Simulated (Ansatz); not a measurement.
# Ta3C2: a trial structure relaxed

Aim: relax Ta3C2 from this start, structure listed in a database for this formula (P-3m1, No. 164), and see where it ends.

Program: Ansatz 0.2.0. Level of theory: DFT r2SCAN, scalar-relativistic, plane waves, PAW. These are calculated values, not measurements.

## 1. The system as given

It takes space group P-3m1 (No. 164, trigonal). Conventional cell: a = 3.129 Å, b = 3.129 Å, c = 30.194 Å, α = 90.00°, β = 90.00°, γ = 120.00°. Ta (site symmetry 3m) has 3 C at 2.17 Å as nearest neighbours. Ta (site symmetry 3m) has 3 C at 2.18 Å as nearest neighbours. Ta (site symmetry 3m) is surrounded by 6 C at 2.22 to 2.24 Å. Around Ta (site symmetry 3m) lie 3 C at 2.20 Å. Ta (site symmetry 3m) is surrounded by 6 C at 2.22 to 2.25 Å. Around C (site symmetry 3m) lie 6 Ta at 2.17 to 2.20 Å. C (site symmetry 3m) is surrounded by 6 Ta at 2.18 to 2.22 Å. Only part of the 10 independent sites is listed.

Coordinates:

```
CELL_PARAMETERS angstrom
3.12888 0.00000 0.00000
-1.56444 2.70969 0.00000
0.00000 0.00000 30.19391
ATOMIC_POSITIONS crystal
Ta 0.00000 0.00000 0.87663
Ta 0.66667 0.33333 0.20533
Ta 0.33333 0.66667 0.54101
Ta 0.33333 0.66667 0.79467
Ta 0.00000 0.00000 0.12337
Ta 0.66667 0.33333 0.45899
Ta 0.00000 0.00000 0.71184
Ta 0.66667 0.33333 0.04163
Ta 0.33333 0.66667 0.37654
Ta 0.33333 0.66667 0.95837
Ta 0.00000 0.00000 0.28816
Ta 0.66667 0.33333 0.62346
C 0.66667 0.33333 0.91660
C 0.33333 0.66667 0.24547
C 0.00000 0.00000 0.58088
C 0.66667 0.33333 0.75453
C 0.33333 0.66667 0.08340
C 0.00000 0.00000 0.41912
C 0.66667 0.33333 0.33221
C 0.33333 0.66667 0.66779
```

## 2. Quick check of gap, pressure and forces

Contents of input.yaml:

```yaml
crystal:
  lattice:
    - [3.1288786179, 0.0, 0.0]
    - [-1.5644393089, 2.7096883684, 0.0]
    - [0.0, 0.0, 30.19391157]
  atoms:
    - { symbol: Ta, position: [0.0, 0.0, 0.87662922] }
    - { symbol: Ta, position: [0.66666667, 0.33333333, 0.20533188] }
    - { symbol: Ta, position: [0.33333333, 0.66666667, 0.5410077] }
    - { symbol: Ta, position: [0.33333333, 0.66666667, 0.79466812] }
    - { symbol: Ta, position: [0.0, 0.0, 0.12337078] }
    - { symbol: Ta, position: [0.66666667, 0.33333333, 0.4589923] }
    - { symbol: Ta, position: [0.0, 0.0, 0.7118368] }
    - { symbol: Ta, position: [0.66666667, 0.33333333, 0.04162708] }
    - { symbol: Ta, position: [0.33333333, 0.66666667, 0.37653929] }
    - { symbol: Ta, position: [0.33333333, 0.66666667, 0.95837292] }
    - { symbol: Ta, position: [0.0, 0.0, 0.2881632] }
    - { symbol: Ta, position: [0.66666667, 0.33333333, 0.62346071] }
    - { symbol: C, position: [0.66666667, 0.33333333, 0.91660037] }
    - { symbol: C, position: [0.33333333, 0.66666667, 0.24546716] }
    - { symbol: C, position: [0.0, 0.0, 0.58087961] }
    - { symbol: C, position: [0.66666667, 0.33333333, 0.75453284] }
    - { symbol: C, position: [0.33333333, 0.66666667, 0.08339963] }
    - { symbol: C, position: [0.0, 0.0, 0.41912039] }
    - { symbol: C, position: [0.66666667, 0.33333333, 0.33220742] }
    - { symbol: C, position: [0.33333333, 0.66666667, 0.66779258] }
basis:
  ecutwfc: 500
kpoints:
  mp_grid: { grid: [6, 6, 1] }
hamiltonian:
  xc: r2scan
scf:
  occupations: { method: gaussian, width: 0.1 }
  lower_state_search: "off"
output:
  forces: true
  stress: true
  eigenvalues: true
```

Started as:

```
ansatz run input.yaml --threads 1 --pin off --max-ram 3072MiB --backend cpu --events-out ev --progress --plain --runs-dir out
```

Standard output, cut to the lines that bear on the results:

```text
Warning: RAYON_NUM_THREADS=1 ignored (pool sized by the plan → 1); use --threads N
[...]
Pseudopotentials: kind: paw
Pseudopotential: Ta, paw, valence charge 13, recommended cutoff 500 eV (meta_gga), Ta.paw.azcp
Pseudopotential: C, paw, valence charge 4, recommended cutoff 500 eV (meta_gga), C.paw.azcp
Functional definition: r2SCAN
[...]
Crystal: 20 atoms, lattice volume = 255.993 Å³
Basis set: ecut = 500 eV, 6483 PW (Γ), exchange–correlation on 96×96×900 points (64 copies of the dense FFT grid, shifted against one another)
Bands: 114, of which v1, the nominal top of the filled ones, is band 94 counted from 1 (93 counted from 0)
Symmetry: 12 space group operations
Space group: P-3m1 (ITA 164), of the structure as read, at distance tolerance 6.3e-5 Å
k-points: 7 of 36
[...]
SCF iter   1: F=-121345.495163 eV  HF=-121358.709352 eV  |F-HF|=1.32e1  |Δ(HF+E_count)|=         —  Δρ=1.17e-2  dr2=1.38e1  dr2_τ=1.32e0  ethr=1.77e-3  ⟨swp⟩=6.0  Hψ=3153  notcnv=0  defer=1
[...]
SCF iter  10: F=-121358.896411 eV  HF=-121358.896411 eV  |F-HF|=2.41e-8  |Δ(HF+E_count)|=   1.99e-8  Δρ=1.57e-6  dr2=3.00e-8  dr2_τ=1.12e-9  ethr=5.32e-11  ⟨swp⟩=11.3  Hψ=3313  notcnv=0
[...]
SCF converged after 10 iterations
Free energy (F): -121358.896411 eV
[...]
E sigma→0 (E₀):  -121358.881406 eV
Entropy (-TS):   -0.030010 eV (-1.501 meV/atom)
Fermi energy:    18.800003 eV
[...]
--- Forces (eV/Å), atoms counted from 1 ---
  atom   1  Ta     0.00000000     0.00000000     0.00867615
  atom   2  Ta     0.00000000     0.00000000     0.00223696
  atom   3  Ta     0.00000000    -0.00000000     0.12818384
  atom   4  Ta    -0.00000000    -0.00000000    -0.00223696
  atom   5  Ta     0.00000000    -0.00000000    -0.00867615
  atom   6  Ta     0.00000000     0.00000000    -0.12818384
  atom   7  Ta     0.00000000     0.00000000    -0.09851460
  atom   8  Ta    -0.00000000     0.00000000    -0.05949133
[...]
--- Stress (GPa, compression-positive) ---
       -1.087643       0.000000       0.000000
        0.000000      -1.087643      -0.000000
       -0.000000      -0.000000      -0.734538
  P = ⅓ Tr σ = -0.9699 GPa (-9.699 kbar)
--- Band table (eV; the first three rows and the last of 7) ---
[...]
```

It took 26 s on 1 thread of Arm Neoverse V2, shared host; peak memory 1.1 GiB.

Read-out: pressure -1.0 GPa, largest force 0.13 eV/Å, gap on this mesh none (metal). The gap decides the next run's mesh: 12×12×2 points.

## 3. Relaxing cell and atoms

input.yaml, as its differences from that of step 2:

```diff
@@ -29,3 +29,3 @@
 kpoints:
-  mp_grid: { grid: [6, 6, 1] }
+  mp_grid: { grid: [12, 12, 2] }
 hamiltonian:
@@ -34,3 +34,2 @@
   occupations: { method: gaussian, width: 0.1 }
-  lower_state_search: "off"
 output:
@@ -39 +38,10 @@
   eigenvalues: true
+  write_density: true
+  write_potential: true
+  elf: true
+  volumetric_format: npy
+relax:
+  adjacent_minimum: "off"
+  f_tol: 0.01
+  max_steps: 80
+  cell: { stress_tol: 0.05 }
```

Started as:

```
ansatz run input.yaml --threads 1 --pin off --max-ram 3072MiB --backend cpu --events-out ev --progress --plain --runs-dir out
```

Standard output:

```text
Warning: RAYON_NUM_THREADS=1 ignored (pool sized by the plan → 1); use --threads N
Engine: ansatz 0.2.0, aarch64-unknown-linux-gnu
Pseudopotentials: kind: paw
Pseudopotential: Ta, paw, valence charge 13, recommended cutoff 500 eV (meta_gga), Ta.paw.azcp
Pseudopotential: C, paw, valence charge 4, recommended cutoff 500 eV (meta_gga), C.paw.azcp
Functional definition: r2SCAN
  parameter k0 = 0.174
  parameter k1 = 0.065
  parameter a1 = 4.9479
  exchange = r2scan_x(k0 = k0, k1 = k1, a1 = a1)
  correlation = r2scan_c
Crystal: 20 atoms, lattice volume = 255.993 Å³
Basis set: ecut = 500 eV, 6483 PW (Γ), exchange–correlation on 96×96×900 points (64 copies of the dense FFT grid, shifted against one another)
Bands: 114, of which v1, the nominal top of the filled ones, is band 94 counted from 1 (93 counted from 0)
Symmetry: 12 space group operations
Space group: P-3m1 (ITA 164), of the structure as read, at distance tolerance 6.3e-5 Å
k-points: 38 of 288
Non-local potential: Ta, projectors of the file, l = 0: 3, l = 1: 2, l = 2: 2, l = 3: 1
Non-local potential: C, projectors of the file, l = 0: 2, l = 1: 2, l = 2: 1
PAW form: soft (Blöchl's): semilocal exchange-correlation on the pseudo side does not see the compensation charge
PAW frozen core: Ta, regenerated for the run's functional (the file was generated under x = pbe(κ = 0.804, μ = 0.2195149727645171), c = pbe(β = 0.06672455060314922))
PAW frozen core: C, regenerated for the run's functional (the file was generated under x = pbe(κ = 0.804, μ = 0.2195149727645171), c = pbe(β = 0.06672455060314922))
PAW one-centre angular grid: Ta, 590 points (default); XC on 160 Gauss nodes
PAW one-centre angular grid: C, 302 points (default); XC on 239 of its mesh's 2573 points in the sphere
Initial density: superposition of atomic densities (neutral atoms: chi_scale 0, normalization atom), corrected by the library's trained network
Initial wavefunctions: pseudopotential atomic-orbital guess
Functional: x = r2scan, c = r2scan; τ floored in thin density (d = 2e-4 eV/Å³)
SCF iter   1: F=—  HF=-121358.763935 eV  |F-HF|=—  |Δ(HF+E_count)|=         —  Δρ=1.18e-2  dr2=1.70e1  dr2_τ=1.30e0  ethr=1.77e-3  ⟨swp⟩=6.0  Hψ=17070  notcnv=0  defer=3
preconditioner: auto → Kerker (q_TF=auto, 2.591 Å⁻¹)  [metal: Δε(μ)=0.010 eV  Ē_g=7.789 eV  σ=0.100 eV  W_gap=0.06  n_scr=90 (ndim 8)  ℏωp=22.3 eV  f_vac=0.000  D(μ)=4.22/eV (n_scr^D=16)]
SCF iter   2: F=—  HF=-121358.989123 eV  |F-HF|=—  |Δ(HF+E_count)|=   2.25e-1  Δρ=7.32e-3  dr2=6.38e0  dr2_τ=1.11e-2  ethr=1.77e-3  ⟨swp⟩=1.1  Hψ=5020  notcnv=0  defer=18
SCF iter   3: F=—  HF=-121358.925932 eV  |F-HF|=—  |Δ(HF+E_count)|=   6.32e-2  Δρ=2.81e-3  dr2=4.37e-1  dr2_τ=8.99e-3  ethr=1.77e-3  ⟨swp⟩=1.4  Hψ=3878  notcnv=0  defer=18
SCF iter   4: F=—  HF=-121358.920434 eV  |F-HF|=—  |Δ(HF+E_count)|=   5.50e-3  Δρ=1.28e-3  dr2=1.97e-2  dr2_τ=1.19e-3  ethr=2.32e-4  ⟨swp⟩=1.5  Hψ=5170  notcnv=0  defer=447
SCF iter   5: F=—  HF=-121358.919723 eV  |F-HF|=—  |Δ(HF+E_count)|=   7.10e-4  Δρ=4.74e-4  dr2=3.18e-3  dr2_τ=8.47e-5  ethr=1.05e-5  ⟨swp⟩=2.0  Hψ=5400  notcnv=0  defer=451
SCF iter   6: F=—  HF=-121358.919846 eV  |F-HF|=—  |Δ(HF+E_count)|=   1.22e-4  Δρ=1.27e-4  dr2=3.62e-4  dr2_τ=1.07e-5  ethr=1.69e-6  ⟨swp⟩=2.0  Hψ=5057  notcnv=0  defer=451
SCF iter   7: F=—  HF=-121358.919870 eV  |F-HF|=—  |Δ(HF+E_count)|=   2.47e-5  Δρ=5.01e-5  dr2=4.49e-5  dr2_τ=1.39e-6  ethr=1.93e-7  ⟨swp⟩=1.9  Hψ=4380  notcnv=0  defer=451
SCF iter   8: F=—  HF=-121358.919406 eV  |F-HF|=—  |Δ(HF+E_count)|=   4.65e-4  Δρ=1.56e-5  dr2=3.72e-6  dr2_τ=1.65e-7  ethr=2.39e-8  ⟨swp⟩=2.0  Hψ=5150  notcnv=0  defer=451
SCF iter   9: F=—  HF=-121358.919406 eV  |F-HF|=—  |Δ(HF+E_count)|=   2.50e-9  Δρ=5.63e-6  dr2=3.22e-7  dr2_τ=6.64e-9  ethr=1.98e-9  ⟨swp⟩=2.0  Hψ=5505  notcnv=0  defer=451
SCF iter  10: F=-121358.919406 eV  HF=-121358.919406 eV  |F-HF|=4.14e-8  |Δ(HF+E_count)|=   2.55e-8  Δρ=1.56e-6  dr2=4.83e-8  dr2_τ=1.40e-9  ethr=5.32e-11  ⟨swp⟩=16.3  Hψ=30580  notcnv=0
SCF 1 converged in 10 iterations: F = -121358.919406 eV  dr2 = 4.83e-8
relax step   1: F+E_penalty+E_count = -121358.91940567 eV  Δ(F+E_penalty+E_count) = +0.000e0 eV  max|allowed force component| = 7.982e-2 eV/Å  Δτ_max = 0.0000 Å  P = -0.945 GPa  Ω = 255.993 Å³  (10 SCF iters, dr2 threshold 1.00e-7 eV, accepted)
[... 15 lines left out ...]
relax step   2: F+E_penalty+E_count = -121358.90189874 eV  Δ(F+E_penalty+E_count) = +1.751e-2 eV  max|allowed force component| = 3.810e-1 eV/Å  Δτ_max = 0.0236 Å  P = +1.514 GPa  Ω = 253.635 Å³  energy of the carried Pulay correction = +8.974e-4 eV  (8 SCF iters, dr2 threshold 2.00e-6 eV, rejected (line search))
[... 17 lines left out ...]
relax step   3: F+E_penalty+E_count = -121358.92256978 eV  Δ(F+E_penalty+E_count) = -3.164e-3 eV  max|allowed force component| = 2.491e-2 eV/Å  Δτ_max = 0.0055 Å  P = -0.071 GPa  Ω = 255.257 Å³  energy of the carried Pulay correction = +2.793e-4 eV  (11 SCF iters, accepted)
[... 11 lines left out ...]
relax step   4: F+E_penalty+E_count = -121358.92265429 eV  Δ(F+E_penalty+E_count) = -8.452e-5 eV  max|allowed force component| = 5.664e-3 eV/Å  Δτ_max = 0.0008 Å  P = +0.004 GPa  Ω = 255.201 Å³  energy of the carried Pulay correction = +3.003e-4 eV  (7 SCF iters, dr2 threshold 3.88e-8 eV, accepted)
[... 9 lines left out ...]
relax step   5: F+E_penalty+E_count = -121358.92237826 eV  Δ(F+E_penalty+E_count) = +2.760e-4 eV  max|allowed force component| = 5.631e-3 eV/Å  Δτ_max = 0.0000 Å  P = +0.004 GPa  Ω = 255.201 Å³  stress off target by 1.45e-2 GPa  SCF on the basis re-selected at this cell (its energy is not comparable with the rows above)  (5 SCF iters)
basis re-selected at this cell: Δ(F+E_penalty+E_count) = +2.760e-4 eV, ΔP = -0.000 GPa vs the last step (what re-selecting the basis moved, of the pressure what is left beyond the Pulay correction that the steps carried, after the strain that the cell walked since its last selection, with what the two solves' SCF thresholds leave and, on support functions, any second-order correction that the steps lacked; it is no measure of the basis error at this ecutwfc). This SCF's stress stands 1.45e-2 GPa from its target on what of the cell is left free (relax.cell.stress_tol is 5.00e-2 GPa) and its largest allowed force component is 5.63e-3 eV/Å (relax.f_tol is 1.00e-2 eV/Å): within both
SCF converged after 5 iterations
Free energy (F): -121358.922378 eV
Harris-Foulkes:  -121358.922378 eV  (|F-HF|=4.37e-11)
Internal energy: -121358.897909 eV  (E = F + TS)
E sigma→0 (E₀):  -121358.910144 eV
Entropy (-TS):   -0.024469 eV (-1.223 meV/atom)
Fermi energy:    18.990527 eV
--- Per-component energies (eV) ---
  E_band       = -1220.794217
  E_kinetic    = 5127.257566
  E_local      = -7455.872102  (includes V_loc(G=0)·N_el)
  E_nonlocal   = 383.032074
  E_hartree    = 2632.851329
  E_xc         = -2844.319582
  E_vxc        = -3200.693064  (∫ρ·V_xc dr)
  E_paw        = -101882.278796  (= ΣΔE_a)
  E_vpaw       = -1500.173951  (= ΣTr[D̂ρ^β])
  E_aug_tail   = 0.000975  (compensation charges beyond the density's cutoff)
  E_vtau       = 159.951587  (kinetic-family band-sum trace: ∫τ·v_τ [+ j·A + Jᵃ·Aᵃ] dr)
  E_ewald      = -17310.295820
  E_core_change = -9.273553  (= ΣΔE_core)
  E_smearing   = -0.024469  (= −TS)
  E_closure    = 0.000000  (closes the sum)
  Σ components = -121358.922378   (vs F -121358.922378, Δ=0.00e0)
--- Forces (eV/Å), atoms counted from 1 ---
  atom   1  Ta    -0.00000000    -0.00000000     0.00493790
  atom   2  Ta    -0.00000000     0.00000000     0.00509730
  atom   3  Ta    -0.00000000     0.00000000     0.00563112
  atom   4  Ta     0.00000000     0.00000000    -0.00509730
  atom   5  Ta     0.00000000     0.00000000    -0.00493790
  atom   6  Ta     0.00000000     0.00000000    -0.00563112
  atom   7  Ta     0.00000000     0.00000000     0.00527114
  atom   8  Ta     0.00000000    -0.00000000     0.00298015
  atom   9  Ta    -0.00000000     0.00000000    -0.00294719
  atom  10  Ta    -0.00000000     0.00000000    -0.00298015
  atom  11  Ta     0.00000000    -0.00000000    -0.00527114
  atom  12  Ta     0.00000000     0.00000000     0.00294719
  atom  13  C     -0.00000000    -0.00000000    -0.00050593
  atom  14  C      0.00000000     0.00000000    -0.00039744
  atom  15  C      0.00000000     0.00000000    -0.00388356
  atom  16  C     -0.00000000    -0.00000000     0.00039744
  atom  17  C      0.00000000     0.00000000     0.00050593
  atom  18  C     -0.00000000     0.00000000     0.00388356
  atom  19  C      0.00000000     0.00000000     0.00427180
  atom  20  C     -0.00000000    -0.00000000    -0.00427180
  max |Σ_I F_I| component: 5.90e-17 eV/Å
--- Stress (GPa, compression-positive) ---
        0.013700       0.000000       0.000000
       -0.000000       0.013700      -0.000000
        0.000000       0.000000      -0.014512
  P = ⅓ Tr σ = 0.0043 GPa (0.043 kbar)
--- Band table (eV; the first three rows and the last of 38) ---
  k-point 0: bands = ["-51.7256", "-51.7256", "-51.7043", "-51.7043", "-50.9846", "-50.9506", "-50.9078", "-50.9076", "-50.8729", "-50.8727", "-50.7152", "-50.6864", "-17.9254", "-17.9163", "-17.6394", "-17.6205", "-17.3848", "-17.3848", "-17.3848", "-17.3848", "-17.3561", "-17.3561", "-17.3561", "-17.3561", "-17.1138", "-17.0537", "-17.0234", "-16.7679", "-16.6768", "-16.6547", "-16.6349", "-16.6349", "-16.5763", "-16.5763", "-16.5509", "-16.5509", "-16.5507", "-16.5507", "-16.4910", "-16.4910", "-16.4899", "-16.4899", "-16.4863", "-16.3590", "-16.3590", "-16.3097", "-16.3097", "-16.2838", "3.7360", "3.7785", "4.8623", "4.9755", "5.3016", "5.5121", "6.5834", "6.6950", "10.2562", "10.4176", "11.1858", "11.5956", "12.0627", "12.2758", "13.6342", "13.6342", "13.6582", "13.6582", "14.4863", "14.4863", "14.5434", "14.5434", "14.6729", "14.8917", "14.8917", "14.9615", "14.9913", "14.9913", "15.7557", "16.3239", "16.4095", "16.4894", "16.4894", "16.5593", "16.5593", "17.1561", "17.3511", "17.9913", "18.0653", "18.0653", "18.1222", "18.1597", "18.1597", "18.8581", "18.9344", "18.9344", "19.0485", "19.0485", "19.3719", "19.3719", "19.4160", "19.4160", "19.7340", "19.7976", "19.7976", "19.9131", "19.9776", "19.9776", "20.8039", "20.8039", "20.8417", "20.8417", "21.1204", "21.1997", "21.1997", "21.2589"]
[... 3 lines left out ...]
--- Relaxed structure (4 steps of the walk, 3 accepted, 1 SCFs on fresh bases) ---
  F+E_penalty+E_count = -121358.92237826 eV   max|allowed force component| = 5.631e-3 eV/Å   (the final SCF, on the basis selected at the relaxed cell)
  cell:  # Å, volume = 255.2015 Å³
    - [3.1260218637351294, -2.8841122713565768e-11, -1.2653930861446066e-34]
    - [-1.5630109318425873, 2.7072143467946197, 5.016146776398103e-34]
    - [-1.2211137474227555e-33, 4.884454989691022e-33, 30.155638873583815]
  atoms:
    - { symbol: Ta, position: [1.1436428207903003e-34, 1.5281275251748508e-34, 0.8765013543521157] }
    - { symbol: Ta, position: [0.6666666666666667, 0.3333333333333333, 0.205516240857941] }
    - { symbol: Ta, position: [0.33333333333333326, 0.6666666666666665, 0.5409687110254271] }
    - { symbol: Ta, position: [0.33333333333333326, 0.6666666666666665, 0.794483759142059] }
    - { symbol: Ta, position: [2.421182271735203e-34, -8.410624363040461e-35, 0.12349864564788442] }
    - { symbol: Ta, position: [0.6666666666666667, 0.3333333333333333, 0.45903128897457307] }
    - { symbol: Ta, position: [1.2625848354494185e-35, 3.1865604982087682e-34, 0.7117655360807102] }
    - { symbol: Ta, position: [0.6666666666666667, 0.3333333333333333, 0.04167724530284421] }
    - { symbol: Ta, position: [0.33333333333333326, 0.6666666666666665, 0.37650628352698173] }
    - { symbol: Ta, position: [0.33333333333333326, 0.6666666666666665, 0.9583227546971559] }
    - { symbol: Ta, position: [-3.3090669605825936e-34, -3.684090390156101e-34, 0.28823446391928975] }
    - { symbol: Ta, position: [0.6666666666666667, 0.3333333333333333, 0.6234937164730184] }
    - { symbol: C, position: [0.6666666666666667, 0.3333333333333333, 0.9165044212704415] }
    - { symbol: C, position: [0.33333333333333326, 0.6666666666666665, 0.24561025415732146] }
    - { symbol: C, position: [-9.526345130463758e-35, -1.4333599267131163e-34, 0.5808833229510616] }
    - { symbol: C, position: [0.6666666666666667, 0.3333333333333333, 0.7543897458426787] }
    - { symbol: C, position: [0.33333333333333326, 0.6666666666666665, 0.0834955787295586] }
    - { symbol: C, position: [1.7909175555501162e-34, 2.0019655174802483e-34, 0.4191166770489385] }
    - { symbol: C, position: [0.6666666666666667, 0.3333333333333333, 0.3323104902886459] }
    - { symbol: C, position: [0.33333333333333326, 0.6666666666666665, 0.6676895097113542] }
```

Run time: 11 min. Hardware: 1 thread of Arm Neoverse V2, shared host; peak memory 1.5 GiB.

Step by step:

```csv
step,E - E(step 1) (eV/cell),largest force component (eV/Å),pressure (GPa),volume (Å³)
1,0.0000,0.0798,-0.95,255.99
2,0.0175,0.3810,1.51,253.64
3,-0.0032,0.0249,-0.07,255.26
4,-0.0032,0.0057,0.00,255.20
5,-0.0030,0.0056,0.00,255.20
```

Step 1 is the start. Step 5 repeats the geometry before it on a plane-wave basis chosen anew for that cell, so its energy need not be comparable with the rows above. Step 2 was tried and not accepted.

|  | before | after | change |
| --- | --- | --- | --- |
| a (Å) | 3.129 | 3.126 | -0.1 % |
| b (Å) | 3.129 | 3.126 | -0.1 % |
| c (Å) | 30.194 | 30.156 | -0.1 % |
| volume (Å³/atom) | 12.80 | 12.76 | -0.3 % |
| shortest distance (Å) | 2.171 | 2.169 | -0.1 % |
| space group (0.01 Å) | P-3m1 | P-3m1 | same |

The run keeps the 12 symmetry operations of the start, so it could not have lowered the symmetry.

Density in a lattice plane of the grid's cell (edges 3.13 and 30.16 Å, at 0.333 of the third edge), which holds Ta and C.

Ten even steps from '0' (0.15 e/Å³) to '9' (4.34 e/Å³):
```
010000
000121
000000
010000
000232
010000
000131
000252
010000
000000
000797
010000
000121
010000
010000
000898
000000
010000
000797
000000
```
Columns run along the first of these edges and rows up along the second, over one cell in 6 and 20 even steps from the bottom left corner. Atoms in the plane (fractional): Ta at (0.67, 0.21), Ta at (0.67, 0.46), Ta at (0.67, 0.04), Ta at (0.67, 0.62), C at (0.67, 0.92), C at (0.67, 0.75), C at (0.67, 0.33).

ELF in the same plane.

Ten even steps from ' ' (0.11) to '@' (0.77):
```
  --..==##==
--  --@@%%@@
......--==--
..==....==..
##::##@@  %%
  ::    ..  
--##--::**::
::##::==%%==
  ::....--..
======------
  --..@@--%%
::::::::..::
--  --@@@@@@
  ::  ++%%++
##%%##::  ::
  ::..@@..%%
..  ..##@@##
------::--::
  --..@@--%%
======--::--
```
Columns run along the first of these edges and rows up along the second, over one cell in 6 and 20 even steps from the bottom left corner. Atoms in the plane (fractional): Ta at (0.67, 0.21), Ta at (0.67, 0.46), Ta at (0.67, 0.04), Ta at (0.67, 0.62), C at (0.67, 0.92), C at (0.67, 0.75), C at (0.67, 0.33).

Both are smooth fields of the valence electrons: close to the nuclei they are not physical.

Outside the cores ELF peaks at 0.79 in the shell around C, 0.7 Å from C; 0.78 beside C, off the lines to its neighbours, 0.8 Å from C; 0.76 between the atoms, 1.8 Å from Ta.

## 4. Results

Formation energies count from the elements, computed with the same settings in runs not shown here.

```
                          quantity                                                                        value
                              cell  a = 3.126 Å, b = 3.126 Å, c = 30.156 Å, α = 90.00°, β = 90.00°, γ = 120.00°
                       space group                                                              P-3m1 (No. 164)
                            volume                                                                12.76 Å³/atom
                   gap on the mesh                                                                 none (metal)
formation energy from the elements                                                               -0.687 eV/atom
```

What this shows: The space group stayed P-3m1, and from the first guess the volume went from 12.80 to 12.76 Å³/atom. With -0.69 eV/atom it lies under the elements, which doesn't yet make it stable against other compounds of them. Spin-orbit coupling is left out for Ta.
